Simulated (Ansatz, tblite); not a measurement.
# The cluster Ge5H7+: one state, many levels

Aim: run the singlet of the cluster Ge5H7+ at one geometry on many levels, and compare frontier levels, spin and run time.

The runs use Ansatz 0.2.0, Gaussian basis; level and basis change from run to run.

The runs, in order: GFN1-xTB, GFN2-xTB, PBE-D4/def2-TZVP, r2SCAN-D4/def2-TZVP, r2SCANh-D4/def2-TZVP, B97M-V/def2-TZVP, ωB97X-V/def2-TZVP, PBE-D4/def2-SVP, PBE0-D4/def2-SVP, HF/STO-3G, MP2/def2-TZVP, RPA/def2-TZVP.

## 1. The relaxed structure

The geometry is that of the singlet, from an earlier relaxation (r2SCAN-D4/def2-SVP). At that level it is the lowest of the isomers that a small search found.

12 atoms, charge 1, spin multiplicity 1.

Bond lengths: Ge1–Ge3 2.407 Å, Ge1–Ge4 2.407 Å, Ge1–H9 1.549 Å, Ge2–Ge3 2.503 Å, Ge2–Ge4 2.501 Å, Ge2–Ge5 2.470 Å, Ge2–H6 1.531 Å, Ge3–H7 1.526 Å, Ge3–H12 1.525 Å, Ge4–H10 1.525 Å, Ge4–H11 1.526 Å, Ge5–H8 1.591 Å. Angles: Ge3–Ge1–Ge4 101.4°, Ge3–Ge1–H9 107.5°, Ge4–Ge1–H9 107.5°, Ge3–Ge2–Ge4 96.2°, Ge3–Ge2–Ge5 101.6°, Ge3–Ge2–H6 112.1°, Ge4–Ge2–Ge5 103.1°, Ge4–Ge2–H6 112.5°, Ge5–Ge2–H6 126.7°, Ge1–Ge3–Ge2 72.0°, Ge1–Ge3–H7 118.1°, Ge1–Ge3–H12 115.5°, Ge2–Ge3–H7 116.9°, Ge2–Ge3–H12 111.1°, H7–Ge3–H12 115.8°, Ge1–Ge4–Ge2 72.0°, Ge1–Ge4–H10 115.5°, Ge1–Ge4–H11 118.0° and more.

The ion is computed in the gas phase, without counter-ions or solvent.

PBE0-D4/def2-TZVP was run before; its log isn't repeated, and its numbers join the tables.

## 2. GFN1-xTB

Tight binding, by tblite at 300 K electronic temperature and without a spin-polarisation term:

```python
tblite.interface.Calculator('GFN1-xTB', numbers, positions, charge=1, uhf=0).singlepoint()
```

Energy -316.8743 eV, HOMO -14.69 eV, LUMO -13.23 eV; 0.021 s.

## 3. GFN2-xTB

Tight binding, by tblite at 300 K electronic temperature and without a spin-polarisation term:

```python
tblite.interface.Calculator('GFN2-xTB', numbers, positions, charge=1, uhf=0).singlepoint()
```

Energy -348.1247 eV, HOMO -14.33 eV, LUMO -12.26 eV; 0.02 s.

## 4. PBE-D4/def2-TZVP

start.molden holds the orbitals of an earlier run on this state, given as this run's starting guess.

in.yaml

```yaml
crystal:
  periodic: [false, false, false]
  atoms:
    - {symbol: Ge, position_ang: [1.199572, -0.025650, 1.528817]}
    - {symbol: Ge, position_ang: [-1.078146, 0.456753, -0.176566]}
    - {symbol: Ge, position_ang: [1.212006, 1.447418, -0.375018]}
    - {symbol: Ge, position_ang: [-0.346756, -1.723534, 0.807283]}
    - {symbol: Ge, position_ang: [-1.571377, -0.127214, -2.525195]}
    - {symbol: H, position_ang: [-1.972477, 1.257601, 0.773759]}
    - {symbol: H, position_ang: [1.339533, 2.947087, -0.122045]}
    - {symbol: H, position_ang: [-0.167348, -0.872132, -2.586650]}
    - {symbol: H, position_ang: [0.539212, 0.738710, 2.703653]}
    - {symbol: H, position_ang: [0.171665, -2.665211, -0.274824]}
    - {symbol: H, position_ang: [-1.260734, -2.351304, 1.856102]}
    - {symbol: H, position_ang: [1.934859, 0.917476, -1.609306]}
basis:
  gaussian: {orbitals: def2-TZVP, initial_orbitals: start.molden}
total_charge: 1
hamiltonian: {xc: pbe, dispersion: d4}
scf: {omitted_lower_state_checks: [starts]}
output: {orbitals: {seedname: orbitals}}
```

The run is started by

```bash
$ ansatz run in.yaml --threads 4 --pin off --events-out ev --progress --plain --max-ram 8704MiB
```

Further steps of the session: r2SCAN-D4/def2-TZVP; r2SCANh-D4/def2-TZVP; B97M-V/def2-TZVP; ωB97X-V/def2-TZVP; PBE-D4/def2-SVP; PBE0-D4/def2-SVP; HF/STO-3G; MP2/def2-TZVP; RPA/def2-TZVP.

**Question.** What will the summary of the whole plan be? Wanted: gap in def2-TZVP, functionals, smallest and largest; correlation energy, MP2/def2-TZVP; PBE0 total energy, smallest basis above largest.

**Answer**, as computed:

| quantity | value |
| --- | --- |
| gap in def2-TZVP, functionals, smallest and largest | 2.10 eV (PBE-D4), 7.22 eV (ωB97X-V) |
| correlation energy, MP2/def2-TZVP | -33.27 eV |
| PBE0 total energy, smallest basis above largest | 35.62 eV (def2-SVP, def2-TZVP) |

In words: Over the functionals in def2-TZVP the gap runs from 2.10 eV (PBE-D4) to 7.22 eV (ωB97X-V); exact exchange widens it.
